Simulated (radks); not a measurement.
# Ta⁴⁺ in [Kr] 4d10 4f14 5s2 5p5.5 5d1 5f0.5: an all-electron calculation

Aim: the levels, the sizes of the orbitals and the parts of the energy of the tantalum ion Ta4+.

Program: radks (a radial shooting solver on a logarithmic mesh, Libxc functionals) version 1. Level of theory: Dirac Kohn-Sham, PBE, spin-unpolarised, spherical densities, finite nucleus; open shells are shared between the two j in proportion to 2j + 1. These are calculated values, not measurements, unless marked.

## 1. What is computed

```
element            : tantalum (Z = 73)
charge             : +4
electrons          : 69
configuration      : [Kr] 4d10 4f14 5s2 5p5.5 5d1 5f0.5
nuclear rms radius : 5.3507 fm
```

## 2. The run

The run's settings:

```text
Z 73
configuration [Kr] 4d10 4f14 5s2 5p5.5 5d1 5f0.5 6s0 6p0
relativity Dirac
functional pbe,pbe
spin unpolarised
j_filling average
nucleus finite rms 5.3507 fm
c 137.035999084
```

Run with:

```console
$ python run_ks.py task.json out
```

This one command runs every case of the session in turn.

What does the calculation give?

The runs gave:

```
                        quantity                   value
                    total energy     -15619.3851 hartree
exchange-correlation share of it                  2.02 %
                            −T/E                  1.1221
          highest occupied level       5f7/2, -18.277 eV
    most extended occupied level  5f7/2, <r> = 3.41 bohr
 radius at density 0.001 e/bohr³               3.66 bohr
    maxima of the radial density                       4
```

What this shows: The radial density shows 4 maxima for 5 occupied principal shells; where shells overlap, one shows as a shoulder or not at all. Relativity lifts −T/E to 1.122. This is not the tabulated ground configuration, so its levels and sizes aren't those of the ground state, and no measured value stands beside it.
